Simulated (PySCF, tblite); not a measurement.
# C₂H₇Sb: geometry, vibrations, single-point energies

Aim: compute the geometry, vibrations, single-point energies of C₂H₇Sb (`[H][Sb]([CH3])[CH3]`).

Computed with tblite 0.8.0 and PySCF 2.14.0 and routines of our own; the level stands in each step. Atoms count from 0.

3 further runs of the same task are left out: 3 for a known fault of the program.

## Step 1: The starting structure

10 atoms, charge 0, multiplicity 1; geometry from: start built from the parent or by distance geometry.

## Step 2: Optimising the geometry with GFN2-xTB

The job: settings as JSON, then the geometry in Å.

```
{"job": {"kind": "relax", "xc": "GFN2-xTB", "basis": "xTB"}, "charge": 0, "multiplicity": 1}
Sb    -0.327600    -0.602100     1.142100
C      1.466400    -0.589300    -0.044400
H      2.098600     0.254800     0.249200
H      1.237100    -0.539300    -1.099000
H      2.041500    -1.502700     0.192900
C     -1.258800     0.989500    -0.020700
H     -2.316100     1.020500     0.154600
H     -1.051100     0.840700    -1.063200
H     -0.815800     1.937500     0.284200
H     -1.056500    -1.800300     0.159200
```

Run with:

```bash
$ OMP_NUM_THREADS=1 python redox_run.py task.json out
```

The driver reads the jobs from task.json and runs them one after another.

The log of the run:

```text
step      E/eV     max force
  0    -272.88876    0.886
  1    -272.90641    0.236
  2    -272.90884    0.153
  3    -272.91067    0.129
  4    -272.91173    0.096
  5    -272.91219    0.039
  6    -272.91229    0.023
  7    -272.91236    0.026
  8    -272.91245    0.027
  9    -272.91253    0.029
 10    -272.91259    0.026
 11    -272.91263    0.016
 12    -272.91265    0.011
 13    -272.91265    0.006
```

Run time: 0.05 s. Hardware: 1 thread of Arm Neoverse V1, shared host.

The steps of the relaxation:

```csv
step,energy from step 0 (eV),largest force (eV/Å)
0,0.0000,0.8861
1,-0.0177,0.2364
2,-0.0201,0.1530
3,-0.0219,0.1291
4,-0.0230,0.0962
5,-0.0234,0.0392
6,-0.0235,0.0233
7,-0.0236,0.0265
8,-0.0237,0.0269
9,-0.0238,0.0292
10,-0.0238,0.0264
11,-0.0239,0.0156
12,-0.0239,0.0114
13,-0.0239,0.0057
```

Distances of close pairs at the start and the end, largest changes first:

```csv
bond,before (Å),after (Å),change (Å)
C1–H4,1.105,1.084,-0.022
Sb0–C5,2.180,2.164,-0.016
Sb0–C1,2.151,2.164,+0.013
C5–H6,1.072,1.084,+0.012
C5–H7,1.073,1.084,+0.011
C1–H2,1.095,1.084,-0.010
C5–H8,1.090,1.085,-0.005
C1–H3,1.080,1.084,+0.004
```

The final coordinates are the input of the step that follows.

## Step 3: Infrared spectrum with GFN2-xTB

The job: settings as JSON, then the geometry in Å.

```
{"job": {"kind": "ir", "xc": "GFN2-xTB", "basis": "xTB"}, "charge": 0, "multiplicity": 1}
Sb    -0.341348    -0.594539     1.143831
C      1.477740    -0.598662    -0.027988
H      2.084099     0.257812     0.245298
H      1.239562    -0.546201    -1.084245
H      2.042354    -1.502524     0.168284
C     -1.244261     0.993271    -0.016022
H     -2.313557     1.016210     0.158520
H     -1.055870     0.835596    -1.071955
H     -0.822065     1.946134     0.283981
H     -1.048888    -1.797797     0.155240
```

The log of the run:

```text
mode    cm-1     km/mol
  1     103.7      0.01
  2     114.7      0.03
  3     178.9      1.06
  4     497.5     54.99
  5     513.2     61.65
  6     550.5     23.93
  7     571.4     33.72
  8     742.9      8.30
  9     796.9     30.41
 10     798.0     50.65
 11     806.1     91.25
 12    1280.3      9.30
 13    1288.0     12.79
 14    1461.7      0.39
 15    1468.3      1.21
 16    1472.7      2.07
 17    1477.3      0.10
 18    1520.7   1020.90
 19    3028.0      0.34
 20    3035.9     19.50
 21    3042.1      4.75
 22    3044.8     74.42
 23    3051.4     42.27
 24    3052.5     25.78
ZPE 202.753  H(298)-E 221.117  G(298)-E 123.933 kJ/mol  S 325.95 J/(mol K)
```

It took 0.18 s on 1 thread of Arm Neoverse V1, shared host.

Which atoms move in the most intense modes:

```csv
cm⁻¹,km/mol,atoms
498,55.0,"C1 36 %, C5 35 %, Sb0 11 %"
513,61.6,"C5 36 %, C1 35 %, Sb0 12 %"
571,33.7,H9 78 %
798,50.6,"H4 24 %, H7 20 %, H6 20 %, H3 12 %"
806,91.2,"H8 22 %, H2 19 %, H9 13 %, H7 11 %"
1521,1020.9,H9 98 %
3045,74.4,"H2 47 %, H3 19 %, H8 18 %"
3051,42.3,"H6 55 %, H4 28 %"
```

## Step 4: Optimising the geometry at PBE-D3(BJ)/def2-SVP

The job, as its differences from that of step 3:

```diff
@@ -1,2 +1,2 @@
-{"job": {"kind": "ir", "xc": "GFN2-xTB", "basis": "xTB"}, "charge": 0, "multiplicity": 1}
+{"job": {"xc": "PBE", "basis": "def2-SVP", "d3": "d3bj", "grid": 1, "kind": "geom"}, "charge": 0, "multiplicity": 1}
 Sb    -0.341348    -0.594539     1.143831
```

The log of the run:

```text
step   0  E = -320.47079385  max force = 0.015443
step   1  E = -320.47352794  max force = 0.003394
step   2  E = -320.47361923  max force = 0.000933
step   3  E = -320.47362808  max force = 0.000073
optimisation converged
```

It took 16 s on 1 thread of Arm Neoverse V1, shared host; peak memory 0.34 GiB.

Along the way:

```
step  energy from step 0 (eV)  largest force component (eV/Å)
   0                   0.0000                          0.7941
   1                  -0.0744                          0.1745
   2                  -0.0769                          0.0480
   3                  -0.0771                          0.0038
```

Close pairs (by a distance rule), those that changed most:

```csv
bond,before (Å),after (Å),change (Å)
Sb0–C5,2.164,2.199,+0.035
Sb0–C1,2.164,2.199,+0.035
Sb0–H9,1.710,1.741,+0.030
C1–H4,1.084,1.107,+0.023
C5–H6,1.084,1.107,+0.023
C1–H2,1.084,1.107,+0.023
C5–H8,1.085,1.107,+0.023
C1–H3,1.084,1.106,+0.022
```

The final coordinates are the input of the step that follows.

| at the end point | value |
| --- | --- |
| point group (found at 0.08 Å tolerance) | Cs |
| rotational constants (GHz, main isotopes) | 7.632, 5.520, 3.481 |
| dipole moment (D) | 0.67 |

## Step 5: Single point (C2H7Sb): TPSSh-D3(BJ)/ma-def2-SVP

Geometry: PBE-D3(BJ)/def2-SVP.

The job: settings as JSON, then the geometry in Å.

```
{"job": {"kind": "sp", "xc": "TPSSh", "basis": "ma-def2-SVP", "d3": "d3bj", "grid": 3}, "charge": 0, "multiplicity": 1}
Sb    -0.339842    -0.603754     1.148341
C      1.510929    -0.607519    -0.039347
H      2.124150     0.267183     0.251653
H      1.275274    -0.552661    -1.118688
H      2.083990    -1.531217     0.169742
C     -1.273154     1.012327    -0.015142
H     -2.361997     1.031593     0.183489
H     -1.095895     0.859831    -1.096315
H     -0.835216     1.979057     0.300170
H     -1.069887    -1.845997     0.171476
```

The log of the run:

```text
coarse grid: 35696 points
cycle   1  E = -318.6802811071  dE = -2.378e+01  |g| = 2.805e+00  |ddm| = 1.144e+01
cycle   2  E = -316.8052653823  dE =  1.875e+00  |g| = 3.614e+00  |ddm| = 1.136e+01
cycle   3  E = -320.5087649535  dE = -3.703e+00  |g| = 2.753e-01  |ddm| = 8.433e+00
cycle   4  E = -320.5244654220  dE = -1.570e-02  |g| = 2.203e-01  |ddm| = 8.615e-01
cycle   5  E = -320.5409396539  dE = -1.647e-02  |g| = 7.719e-02  |ddm| = 3.572e-01
cycle   6  E = -320.5426226424  dE = -1.683e-03  |g| = 6.651e-03  |ddm| = 7.759e-02
cycle   7  E = -320.5426355888  dE = -1.295e-05  |g| = 1.747e-03  |ddm| = 1.234e-02
cycle   8  E = -320.5426367594  dE = -1.171e-06  |g| = 4.158e-04  |ddm| = 3.657e-03
final grid: 118856 points
cycle   9  E = -320.5426805167  dE = -7.358e-08  |g| = 5.165e-04  |ddm| = 3.020e-03
cycle  10  E = -320.5426804581  dE =  5.856e-08  |g| = 6.614e-04  |ddm| = 1.825e-03
cycle  11  E = -320.5426806241  dE = -1.659e-07  |g| = 9.046e-05  |ddm| = 9.670e-04
cycle  12  E = -320.5426806268  dE = -2.686e-09  |g| = 9.294e-06  |ddm| = 1.150e-04
converged SCF energy = -320.5426806268
```

It took 5.8 s on 1 thread of Arm Neoverse V1, shared host; peak memory 0.51 GiB.

## Step 6: Single point (C2H7Sb+ (doublet)): TPSSh-D3(BJ)/ma-def2-SVP

Geometry: PBE-D3(BJ)/def2-SVP, that of another charge or spin state.

The job, as its differences from that of step 5:

```diff
@@ -1,2 +1,2 @@
-{"job": {"kind": "sp", "xc": "TPSSh", "basis": "ma-def2-SVP", "d3": "d3bj", "grid": 3}, "charge": 0, "multiplicity": 1}
+{"job": {"kind": "sp", "xc": "TPSSh", "basis": "ma-def2-SVP", "d3": "d3bj", "grid": 3}, "charge": 1, "multiplicity": 2}
 Sb    -0.339842    -0.603754     1.148341
```

The log of the run:

```text
final grid: 118856 points
cycle   1  E = -320.2193229496  dE =  3.897e-09  |g| = 9.623e-05  |ddm| = 1.686e-04
converged SCF energy = -320.2193229496
```

It took 29 s on 1 thread of Arm Neoverse V1, shared host; peak memory 0.52 GiB.

## Step 7: Optimising the geometry with GFN2-xTB

This step treats C₂H₇Sb+ (doublet).

The job: settings as JSON, then the geometry in Å.

```
{"job": {"kind": "relax", "xc": "GFN2-xTB", "basis": "xTB"}, "charge": 1, "multiplicity": 2}
Sb    -0.323600    -0.609900     1.143100
C      1.500200    -0.598900    -0.062400
H      2.141600     0.259600     0.254800
H      1.272800    -0.538000    -1.139300
H      2.080800    -1.535100     0.181100
C     -1.284200     1.010600    -0.023900
H     -2.361600     1.037400     0.172500
H     -1.084400     0.868800    -1.091300
H     -0.826200     1.972200     0.298900
H     -1.079200    -1.848700     0.176800
```

The log of the run:

```text
step      E/eV     max force
  0    -259.74778    1.821
  1    -259.86709    1.499
  2    -259.94921    0.887
  3    -259.98398    0.592
  4    -260.00928    0.386
  5    -260.01651    0.337
  6    -260.02687    0.329
  7    -260.03582    0.293
  8    -260.04438    0.255
  9    -260.05046    0.236
 10    -260.05582    0.230
 11    -260.06150    0.254
 12    -260.06673    0.174
 13    -260.07010    0.145
 14    -260.07302    0.187
 15    -260.07727    0.313
 16    -260.08198    0.318
 17    -260.08513    0.176
 18    -260.08622    0.050
 19    -260.08651    0.058
 20    -260.08683    0.063
 21    -260.08744    0.089
 22    -260.08820    0.095
 23    -260.08890    0.087
 24    -260.08941    0.056
 25    -260.08989    0.067
 26    -260.09047    0.092
 27    -260.09121    0.104
 28    -260.09208    0.113
 29    -260.09296    0.094
 30    -260.09382    0.094
 31    -260.09467    0.079
 32    -260.09550    0.105
 33    -260.09625    0.103
 34    -260.09674    0.061
 35    -260.09694    0.027
 36    -260.09699    0.010
 37    -260.09700    0.007
```

Run time: 0.13 s. Hardware: 1 thread of Arm Neoverse V1, shared host.

Step by step: (not every step is listed)

```
step  energy from step 0 (eV)  largest force (eV/Å)
   0                   0.0000                1.8206
   1                  -0.1193                1.4992
   2                  -0.2014                0.8873
   3                  -0.2362                0.5916
   4                  -0.2615                0.3860
   5                  -0.2687                0.3373
   6                  -0.2791                0.3291
   7                  -0.2880                0.2926
   8                  -0.2966                0.2554
  10                  -0.3080                0.2299
  12                  -0.3190                0.1742
  14                  -0.3252                0.1871
  16                  -0.3342                0.3183
  18                  -0.3384                0.0499
  20                  -0.3391                0.0634
  22                  -0.3404                0.0945
  24                  -0.3416                0.0565
  26                  -0.3427                0.0921
  28                  -0.3443                0.1125
  30                  -0.3460                0.0936
  32                  -0.3477                0.1051
  33                  -0.3485                0.1035
  34                  -0.3490                0.0609
  35                  -0.3492                0.0273
  36                  -0.3492                0.0104
  37                  -0.3492                0.0070
```

Close pairs (by a distance rule), those that changed most:

```
  bond  before (Å)  after (Å)  change (Å)
Sb0–H9       1.743      1.699      -0.044
Sb0–C5       2.216      2.174      -0.042
 C1–H4       1.128      1.087      -0.041
 C1–H2       1.118      1.086      -0.031
 C5–H8       1.113      1.086      -0.027
 C1–H3       1.102      1.087      -0.016
Sb0–C1       2.186      2.174      -0.012
 C5–H6       1.095      1.087      -0.009
```

The next job starts from the end point, and lists it.

## Step 8: Vibrational analysis with GFN2-xTB

The job: settings as JSON, then the geometry in Å.

```
{"job": {"kind": "ir", "xc": "GFN2-xTB", "basis": "xTB"}, "charge": 1, "multiplicity": 2}
Sb    -0.309664    -0.549245     0.840604
C      1.668597    -0.673467    -0.053081
H      2.261690     0.180643     0.261156
H      1.522532    -0.663225    -1.129961
H      2.146103    -1.598046     0.260298
C     -1.405916     1.117821    -0.023612
H     -2.447284     1.062541     0.282670
H     -1.316391     1.015973    -1.101912
H     -0.965062     2.052544     0.311112
H     -1.118488    -1.927386     0.263050
```

The log of the run:

```text
mode    cm-1     km/mol
  1      78.7      0.00
  2      92.7      0.00
  3     116.2      0.21
  4     387.6     11.35
  5     449.7     10.91
  6     464.0      3.01
  7     506.3     32.13
  8     732.8      1.16
  9     780.0     37.95
 10     794.7     60.94
 11     801.3     57.97
 12    1218.6      0.19
 13    1230.3      2.91
 14    1358.4      2.61
 15    1364.8     17.45
 16    1381.0     14.87
 17    1386.2     25.01
 18    1595.3    250.97
 19    2985.5     58.35
 20    3001.6      4.88
 21    3021.7      2.01
 22    3023.4      3.33
 23    3026.9      0.05
 24    3029.3      2.54
ZPE 196.348  H(298)-E 215.968  G(298)-E 114.597 kJ/mol  S 340.00 J/(mol K)
```

It took 0.18 s on 1 thread of Arm Neoverse V1, shared host.

The strongest bands and the atoms that carry them (share of the mass-weighted mode):

```csv
cm⁻¹,km/mol,atoms
506,32.1,"H9 34 %, C1 21 %, C5 20 %, Sb0 12 %"
780,38.0,"H2 23 %, H8 21 %, H6 13 %, H4 12 %"
795,60.9,"H7 26 %, H3 24 %, H8 12 %"
801,58.0,"H4 23 %, H6 23 %, H2 17 %, H8 16 %"
1365,17.4,"H3 27 %, H7 25 %, H4 12 %, H6 11 %"
1386,25.0,"H8 23 %, H6 21 %, H2 21 %, H4 20 %"
1595,251.0,H9 99 %
2986,58.4,"H7 27 %, H3 25 %, H8 12 %, H6 12 %"
```

## Step 9: Optimising the geometry at PBE-D3(BJ)/def2-SVP

This step treats C₂H₇Sb+ (doublet).

The job, as its differences from that of step 8:

```diff
@@ -1,2 +1,2 @@
-{"job": {"kind": "ir", "xc": "GFN2-xTB", "basis": "xTB"}, "charge": 1, "multiplicity": 2}
+{"job": {"xc": "PBE", "basis": "def2-SVP", "d3": "d3bj", "grid": 1, "kind": "geom"}, "charge": 1, "multiplicity": 2}
 Sb    -0.309664    -0.549245     0.840604
```

The log of the run:

```text
step   0  E = -320.17095584  max force = 0.015365
step   1  E = -320.17349003  max force = 0.002192
step   2  E = -320.17357756  max force = 0.000672
step   3  E = -320.17359857  max force = 0.000308
step   4  E = -320.17361170  max force = 0.000391
optimisation converged
```

Run time: 24 s. Hardware: 1 thread of Arm Neoverse V1, shared host; peak memory 0.34 GiB.

Along the way:

```
step  energy from step 0 (eV)  largest force component (eV/Å)
   0                   0.0000                          0.7901
   1                  -0.0690                          0.1127
   2                  -0.0713                          0.0346
   3                  -0.0719                          0.0158
   4                  -0.0723                          0.0201
```

Distances of close pairs at the start and the end, largest changes first:

| bond | before (Å) | after (Å) | change (Å) |
| --- | --- | --- | --- |
| C1–H3 | 1.087 | 1.110 | +0.023 |
| C5–H7 | 1.087 | 1.110 | +0.023 |
| Sb0–C1 | 2.174 | 2.153 | -0.022 |
| Sb0–C5 | 2.174 | 2.153 | -0.022 |
| C1–H2 | 1.086 | 1.105 | +0.019 |
| C5–H8 | 1.086 | 1.105 | +0.019 |
| C1–H4 | 1.087 | 1.106 | +0.019 |
| C5–H6 | 1.087 | 1.106 | +0.019 |

The end geometry stands in the next job.

| at the end point | value |
| --- | --- |
| point group (found at 0.08 Å tolerance) | Cs |
| rotational constants (GHz, main isotopes) | 10.771, 4.680, 3.506 |
| ⟨S²⟩ | 0.751 |

## Step 10: Single point (C₂H₇Sb): TPSSh-D3(BJ)/ma-def2-SVP

Geometry: PBE-D3(BJ)/def2-SVP, that of another charge or spin state.

The job: settings as JSON, then the geometry in Å.

```
{"job": {"kind": "sp", "xc": "TPSSh", "basis": "ma-def2-SVP", "d3": "d3bj", "grid": 3}, "charge": 0, "multiplicity": 1}
Sb    -0.365015    -0.572144     0.730107
C      1.670790    -0.672412     0.037749
H      2.218715     0.215026     0.403548
H      1.610462    -0.677926    -1.070628
H      2.124755    -1.607464     0.414444
C     -1.392474     1.133517    -0.087916
H     -2.448735     1.093619     0.236138
H     -1.311030     1.037892    -1.190778
H     -0.898465     2.054527     0.271547
H     -1.170612    -1.978265     0.168403
```

The log of the run:

```text
coarse grid: 35696 points
cycle   1  E = -318.6656500812  dE = -2.375e+01  |g| = 2.819e+00  |ddm| = 1.115e+01
cycle   2  E = -317.0457734852  dE =  1.620e+00  |g| = 3.623e+00  |ddm| = 1.343e+01
cycle   3  E = -320.4928024880  dE = -3.447e+00  |g| = 2.371e-01  |ddm| = 1.137e+01
cycle   4  E = -320.5095258790  dE = -1.672e-02  |g| = 1.396e-01  |ddm| = 7.591e-01
cycle   5  E = -320.5170782668  dE = -7.552e-03  |g| = 4.901e-02  |ddm| = 3.013e-01
cycle   6  E = -320.5178199531  dE = -7.417e-04  |g| = 1.048e-02  |ddm| = 6.861e-02
cycle   7  E = -320.5178502435  dE = -3.029e-05  |g| = 1.942e-03  |ddm| = 1.492e-02
cycle   8  E = -320.5178514637  dE = -1.220e-06  |g| = 3.365e-04  |ddm| = 3.188e-03
final grid: 118856 points
cycle   9  E = -320.5178676011  dE = -2.384e-08  |g| = 4.096e-04  |ddm| = 2.450e-03
cycle  10  E = -320.5178675809  dE =  2.021e-08  |g| = 4.935e-04  |ddm| = 1.264e-03
cycle  11  E = -320.5178676540  dE = -7.303e-08  |g| = 8.048e-05  |ddm| = 6.306e-04
cycle  12  E = -320.5178676562  dE = -2.204e-09  |g| = 7.613e-06  |ddm| = 1.301e-04
converged SCF energy = -320.5178676562
```

Run time: 5.8 s. Hardware: 1 thread of Arm Neoverse V1, shared host; peak memory 0.51 GiB.

## Step 11: Single point (C₂H₇Sb+ (doublet)): TPSSh-D3(BJ)/ma-def2-SVP

Geometry: PBE-D3(BJ)/def2-SVP.

The job, as its differences from that of step 10:

```diff
@@ -1,2 +1,2 @@
-{"job": {"kind": "sp", "xc": "TPSSh", "basis": "ma-def2-SVP", "d3": "d3bj", "grid": 3}, "charge": 0, "multiplicity": 1}
+{"job": {"kind": "sp", "xc": "TPSSh", "basis": "ma-def2-SVP", "d3": "d3bj", "grid": 3}, "charge": 1, "multiplicity": 2}
 Sb    -0.365015    -0.572144     0.730107
```

The log of the run:

```text
final grid: 118856 points
cycle   1  E = -320.2214185872  dE = -1.115e-02  |g| = 1.660e-01  |ddm| = 7.065e-01
cycle   2  E = -320.2227080613  dE = -1.289e-03  |g| = 1.680e-01  |ddm| = 5.923e-01
cycle   3  E = -320.2398598696  dE = -1.715e-02  |g| = 1.871e-02  |ddm| = 2.867e-01
cycle   4  E = -320.2400284896  dE = -1.686e-04  |g| = 5.537e-03  |ddm| = 2.055e-02
cycle   5  E = -320.2400486215  dE = -2.013e-05  |g| = 1.198e-03  |ddm| = 8.693e-03
cycle   6  E = -320.2400498766  dE = -1.255e-06  |g| = 2.327e-04  |ddm| = 2.117e-03
cycle   7  E = -320.2400499255  dE = -4.888e-08  |g| = 4.443e-05  |ddm| = 4.204e-04
cycle   8  E = -320.2400499282  dE = -2.769e-09  |g| = 1.977e-05  |ddm| = 1.166e-04
converged SCF energy = -320.2400499282
```

It took 11 s on 1 thread of Arm Neoverse V1, shared host; peak memory 0.5 GiB.

## Step 12: Outcome

| quantity | value |
| --- | --- |
| strongest single infrared mode (GFN2-xTB) | 1521 cm⁻¹, 1021 km/mol |
| zero-point energy (GFN2-xTB) | 48.5 kcal/mol |
| point group | Cs |
| rotational constants (main isotopes) | 7.63, 5.52, 3.48 GHz |

In words: All 24 modes are real, so the xTB geometry is a minimum. The strongest single mode, at 1521 cm⁻¹, moves mainly H9. GFN2-xTB is a fitted tight-binding method: band positions and strengths are rough. Its intensities can rank the bands wrongly. Over 3 steps the energy fell by 0.077 eV; of the close pairs, Sb0–C5 changed most, 2.164 to 2.199 Å (PBE/def2-SVP). Steps that list no spin-orbit terms leave them out, which matters at and beside the heavy atoms.
